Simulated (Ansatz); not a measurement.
Turn this script for the Python package of Ansatz (0.2.0) into the input file that the command-line program reads.

`energy.py`
```python
from dataclasses import dataclass
import json

import ansatz as az
import numpy as np
import pandas as pd


@dataclass(frozen=True)
class RunConfig:
    basis: str = "def2-SVP"
    functional: str = "pbe"
    dispersion: str = "d3bj"


opts = RunConfig()

geometry_ang = [
    ("C", [0.0572, -1.6429, 1.4986]),
    ("C", [-0.004, -0.721, 0.6622]),
    ("Ti", [-0.0488, 0.8123, -0.7822]),
    ("F", [-1.3037, 0.4614, -2.0771]),
    ("F", [1.6979, 0.8863, -1.652]),
    ("F", [-0.3808, 2.5042, 0.0907]),
    ("H", [0.0435, -2.3684, 2.2141]),
]
c2hf3ti = az.Crystal.molecule()
for symbol, xyz in geometry_ang:
    c2hf3ti = c2hf3ti.atom(symbol, xyz)

model = (
    c2hf3ti.calculation()
    .basis(gaussian=opts.basis)
    .functional(opts.functional, dispersion=opts.dispersion)
    .forces()
)
r = model.session().plan(threads=1).execute().report

for key in ("converged", "free_energy_ev", "reference_energy_ev", "n_frozen", "n_occupied", "n_virtual"):
    print(f"{key:22s} {r[key]}")

field = r["mean_field"]
print("<S^2> =", round(abs(field["state"]["spin_squared"]), 4), " relativity:", field["relativity"])
print("passes:", field["passes"])
if "symmetry" in field:
    print("occupied orbitals by irrep:", field["symmetry"]["occupied"])

symbols = [site.symbol for site in c2hf3ti.cartesian_sites]
forces = np.array(r["forces_ev_ang"])
print("largest force", round(float(np.linalg.norm(forces, axis=1).max()), 4), "eV/A, rms", round(float(np.sqrt((forces ** 2).mean())), 4))

charges = r["charge_distribution"]
table = pd.DataFrame({"atom": symbols, "mulliken": charges["mulliken_charges_e"], "lowdin": charges["lowdin_charges_e"]})
print(table.round(3).to_string())
print("dipole (e A):", np.round(charges["dipole_moment_e_ang"], 4) + 0.0)
with open("c2hf3ti.json", "w") as handle:
    json.dump({k: r[k] for k in ("free_energy_ev", "reference_energy_ev", "n_occupied", "n_virtual")}, handle, indent=1)
```

Running `python energy.py` prints:
```text
converged              True
free_energy_ev         -33332.32417167276
reference_energy_ev    -33332.20039095354
n_frozen               0
n_occupied             [31, 31]
n_virtual              [75, 75]
<S^2> = 0.0  relativity: none
passes: {'evaluations': 12, 'products': 44}
occupied orbitals by irrep: [{'A': 31}, {'A': 31}]
largest force 3.9192 eV/A, rms 1.7714
  atom  mulliken  lowdin
0    C    -0.223   0.029
1    C    -0.004  -0.054
2   Ti     1.160   0.051
3    F    -0.300   0.039
4    F    -0.321  -0.038
5    F    -0.321  -0.029
6    H     0.008   0.002
dipole (e A): [-0.1    -0.3961  0.3194]
```

`input.yaml`:
```yaml
crystal:
  periodic: [false, false, false]
  atoms:
    - { symbol: C, position_ang: [0.0572, -1.6429, 1.4986] }
    - { symbol: C, position_ang: [-0.004, -0.721, 0.6622] }
    - { symbol: Ti, position_ang: [-0.0488, 0.8123, -0.7822] }
    - { symbol: F, position_ang: [-1.3037, 0.4614, -2.0771] }
    - { symbol: F, position_ang: [1.6979, 0.8863, -1.652] }
    - { symbol: F, position_ang: [-0.3808, 2.5042, 0.0907] }
    - { symbol: H, position_ang: [0.0435, -2.3684, 2.2141] }
basis:
  gaussian: { orbitals: def2-SVP }
hamiltonian:
  xc: pbe
  dispersion: d3bj
output:
  forces: true
```

Launched from the shell:
```console
$ ansatz run input.yaml --threads 1 --pin off --max-ram 4096MiB --backend cpu --events-out ev --progress --plain --runs-dir out
Engine: ansatz 0.2.0, aarch64-unknown-linux-gnu
Functional definition: PBE
  parameter kappa = 0.804
  parameter beta = 0.06672455060314922
  exchange = pbe_x(kappa = kappa, mu = beta*pi^2/3)
  correlation = pbe_c(beta = beta)
1198 factors; their error is unknown
mean field evaluation 1: about -33316.9260 eV, gradient 8.1e1 eV
mean field evaluation 2: about -32648.2545 eV, gradient 4.5e2 eV
mean field evaluation 4: about -33312.8233 eV, gradient 1.0e2 eV
mean field evaluation 8: about -33332.2479 eV, gradient 1.1e-2 eV
mean field -33332.20029180 eV, -1224.9357673467 hartree, gradient 2.7e-5 eV, S^2 0.000000; 0 other end points of the search recorded, 0 dependent functions left out
the calculation of the forces begins
reference -33332.20039095 eV, -1224.9357709906 hartree; 31, 31 occupied and 75, 75 virtual orbitals, 1198 factors
Total energy: -33332.32417167 eV, -1224.9403198482 hartree
Atom 0 at     0.057200    -1.642900     1.498600 Å, force    -0.192933     2.735444    -2.479662 eV/Å
Atom 1 at    -0.004000    -0.721000     0.662200 Å, force     0.028824     0.641569    -0.744874 eV/Å
Atom 2 at    -0.048800     0.812300    -0.782200 Å, force     1.274092     1.826824    -0.884520 eV/Å
Atom 3 at    -1.303700     0.461400    -2.077100 Å, force     1.734473     0.466802     1.946124 eV/Å
Atom 4 at     1.697900     0.886300    -1.652000 Å, force    -3.491423    -0.175638     1.771736 eV/Å
Atom 5 at    -0.380800     2.504200     0.090700 Å, force     0.578102    -3.305724    -1.675783 eV/Å
Atom 6 at     0.043500    -2.368400     2.214100 Å, force     0.068865    -2.189277     2.066980 eV/Å
Dipole moment:    -0.100000    -0.396123     0.319350 e Å
```

Reading the output:
- Total energies depend on the basis set; only differences at equal settings carry meaning.
- The geometry is a force-field or estimated start, not a minimum of this method, and the basis set is short of its limit.
- The Löwdin charges here are taken after orthogonalising the functions within each atom; they differ from plain Löwdin charges, and their signs can be unphysical.
- Total less reference energy is the dispersion correction.
- It ran for 5.8 s on 1 thread of Arm Neoverse V1, with other jobs on the host, peak memory 0.26 GiB.

(Lines on the test bed's own set-up are left out of the output.)
